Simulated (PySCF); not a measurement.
# WCl2: relaxation and vibrations of the quintet

Aim: relax WCl2 as a quintet from a PBE0 minimum start, check by its vibrations whether the end is a minimum, and collect its spectrum and constants.

Method: PBE0, basis W def2-SVP with ECP60, Cl def2-SVP, scalar-relativistic core potentials, no spin–orbit coupling, density fitting; program: PySCF 2.14.0.

## Step 1: Where the work starts

3 atoms, charge 0, spin multiplicity 5.

Bond lengths: W1–Cl2 2.288 Å, W1–Cl3 2.288 Å. Angles: Cl2–W1–Cl3 141.8°.

```xyz
3
charge 0 multiplicity 5
W     0.0000    0.0000   -0.2021
Cl    2.1623    0.0000    0.5464
Cl   -2.1623    0.0000    0.5464
```

## Step 2: The SCF at the typed geometry

The steps below are one call of a driver around PySCF. For each, scf.py gives the equivalent set-up of the SCF; relaxations use the driver's own optimiser. After this first run the driver tries any further starts and a stability analysis.

Input file scf.py:

```python
from pyscf import gto, scf, dft
mol = gto.M(atom='''
W     -0.000000     0.000000    -0.202096
Cl     2.162286    -0.000000     0.546412
Cl    -2.162286    -0.000000     0.546412''',
    basis={'W': 'def2-SVP', 'Cl': 'def2-SVP'},
    ecp={'W': 'def2-SVP'},
    charge=0, spin=4)
mf = dft.UKS(mol, xc='PBE0')
mf.grids.atom_grid = (50, 194)
aux = {'W': 'def2-universal-JKFIT', 'Cl': 'def2-universal-JKFIT'}
mf = mf.density_fit(auxbasis=aux)
mf.conv_tol = 1e-08
mf.diis_space = 10
mf.max_cycle = 60
mf.init_guess = 'minao'
mf.verbose = 4
mf.kernel()
```

Run with:

```bash
$ OMP_NUM_THREADS=2 python axn.py task.json out
```

After this run come: PBE0 minimum start, quintet: relaxation; Frequencies.

**Question.** What will these runs give? Wanted: minimum; geometry; wavenumbers; dipole moment; highest occupied, lowest empty level; polar-tensor charge of W1; zero-point energy; atomisation energy; ⟨S²⟩.

**Answer**, as computed:

| quantity | value |
| --- | --- |
| minimum | quintet, C2v |
| geometry | W–Cl 2.288 Å (×2); Cl–W–Cl 141.7° |
| wavenumbers (cm⁻¹) | 67 (a1), 385 (a1), 396 (b2) |
| dipole moment | 1.67 D |
| highest occupied, lowest empty level (either spin) | -6.17, -3.33 eV |
| polar-tensor charge of W1 | +1.08 e |
| zero-point energy | 5.1 kJ/mol |
| entropy at 298.15 K | 322.5 J/(mol K) |
| atomisation energy (no zero-point energy) | 874 kJ/mol |
| ⟨S²⟩ | 6.018 |

The PBE0 minimum start keeps its C2v symmetry and ends in a minimum. The strongest infrared band lies at 396 cm⁻¹ (b2, stretch). Most of the spin sits on W1 (Mulliken spin 4.03, against 4 for the whole molecule). Only this shape and spin were tried, so other structures or states may lie lower. One determinant may miss the lowest occupation of an open d or f shell. Spin–orbit coupling, left out here, can matter for elements this heavy.
